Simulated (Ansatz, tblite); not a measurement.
## A script for PbF$_{2}$ (GFN2-xTB)

These are simulated results from tblite 0.8.0, not measurements. The cell was built from a prototype and was relaxed with r2SCAN in plane waves (Ansatz 0.2.0). Not every such cell is a known phase. All runs are without spin polarisation.

Space group Fm-3m (No. 225), cubic; a = 5.921 Å in the conventional setting, 17.30 Å³ an atom. Pb has 8 F at 2.56 Å; F has 4 Pb at 2.56 Å.

tblite solves periodic systems at the zone centre alone, so the script builds a cluster of 2×2×2 conventional cells (96 atoms), which folds in a coarse mesh of k points.

run.py reads:

```python
import json
from ase import Atoms
from ase.build import make_supercell
from ase.units import Bohr, GPa, Hartree
from tblite.interface import Calculator

atoms = Atoms(['Pb', 'F', 'F'],
              cell=[[0.0, 2.960439, 2.960439], [2.960439, 0.0, 2.960439], [2.960439, 2.960439, 0.0]],
              scaled_positions=[[0.0, -0.0, -0.0], [0.25, 0.25, 0.25], [0.75, 0.75, 0.75]],
              pbc=True)
cluster = make_supercell(atoms, [[-2, 2, 2], [2, -2, 2], [2, 2, -2]])
calc = Calculator('GFN2-xTB', cluster.numbers, cluster.positions / Bohr, lattice=cluster.cell[:] / Bohr, periodic=cluster.pbc)
calc.set('temperature', 0.02 / Hartree)
calc.set('max-iter', 150)
res = calc.singlepoint()
levels = res.get('orbital-energies') * Hartree
nv = round(res.get('orbital-occupations').sum() / 2)
cells = len(cluster) // len(atoms)
out = {'energy_per_cell': res.get('energy') * Hartree / cells, 'homo': levels[nv - 1], 'lumo': levels[nv],
       'stress': (-res.get('virial') * Hartree / cluster.get_volume() / GPa).tolist(), 'charges': res.get('charges')[:len(atoms)].tolist(), 'electrons': 2 * nv / cells}
json.dump(out, open('results.json', 'w'))
for key, value in out.items():
    print(key, value)
```

Command: `python run.py`. It took 5.4 s on 1 thread of Arm Neoverse V2 (shared host), peak memory 0.12 GiB.

Output:

```
------------------------------------------------------------
  cycle        total energy    energy error   density error
------------------------------------------------------------
      1     -372.3791572616  -3.7247844E+02   3.3918583E-01
      2     -378.5575871410  -6.1784299E+00   5.4048106E-02
      3     -378.6132751269  -5.5687986E-02   2.0810943E-02
      4     -378.5849480907   2.8327036E-02   2.2742865E-02
      5     -378.6222103058  -3.7262215E-02   2.4247167E-03
      6     -378.6226389464  -4.2864055E-04   2.2161441E-04
      7     -378.6226426607  -3.7143003E-06   1.5776348E-05
      8     -378.6226426645  -3.8231747E-09   1.0801203E-05
------------------------------------------------------------

 total:                                   4.880 sec
energy_per_cell -321.9639652221682
homo -13.948481628803792
lumo -8.36783567028845
stress [[5.743616852877914, -1.3698523786965722e-06, -1.3698523813527786e-06], [-1.3698523787087636e-06, 5.743616852878102, -1.3698523777144602e-06], [-1.369852381305176e-06, -1.3698523777448792e-06, 5.743616852878098]]
charges [0.6654051014142797, -0.33270212677722033, -0.3326994854022254]
electrons 18.0
```

The cycle table is in hartree for the whole cluster, and the lines after it are in eV (the energy for one cell). The printed stress is in GPa and positive in compression, and the pressure is its mean diagonal.

GFN2-xTB gives a gap of 5.58 eV. On the same cell, plane-wave PBE (Ansatz, 8×8×8 k points and the special points) gives a gap of 4.42 eV and r2SCAN a gap of 4.93 eV; on shared hosts these took about 1.8 and 4.7 core-seconds on the 3-atom cell, against 5.4 for the script. Spin-orbit coupling, left out in all these runs, can cut or reorder the gap by tenths of an eV, up to about 1 eV with Pb or Bi. xTB was fitted to molecules, so gaps, charges and pressures of solids can be far off, and the gap also depends on the size of the cluster.

The same script was run on cells scaled at fixed shape and fractional coordinates:

| volume (Å³/atom) | energy (meV/atom) | pressure (GPa, positive in compression) | gap (eV) |
| --- | --- | --- | --- |
| 15.22 | 119.8 | 14.28 | 6.37 |
| 16.26 | 45.6 | 8.91 | 5.96 |
| 17.30 | 0.0 | 5.74 | 5.58 |
| 18.34 | -26.4 | 2.02 | 5.23 |
| 19.37 | -27.5 | -2.15 | 4.90 |

The pressure crosses zero near 18.8 Å³/atom, but the curve is too rough for a fit.

xTB was fitted mostly to molecules, and a small cluster samples few k points, so gaps, pressures and kinks along a curve can be far from a solid's.

Spin-orbit coupling is left out; in compounds of Pb, Bi, Tl or Hg it can lower a gap by up to about 1 eV, split its edges or invert the bands.
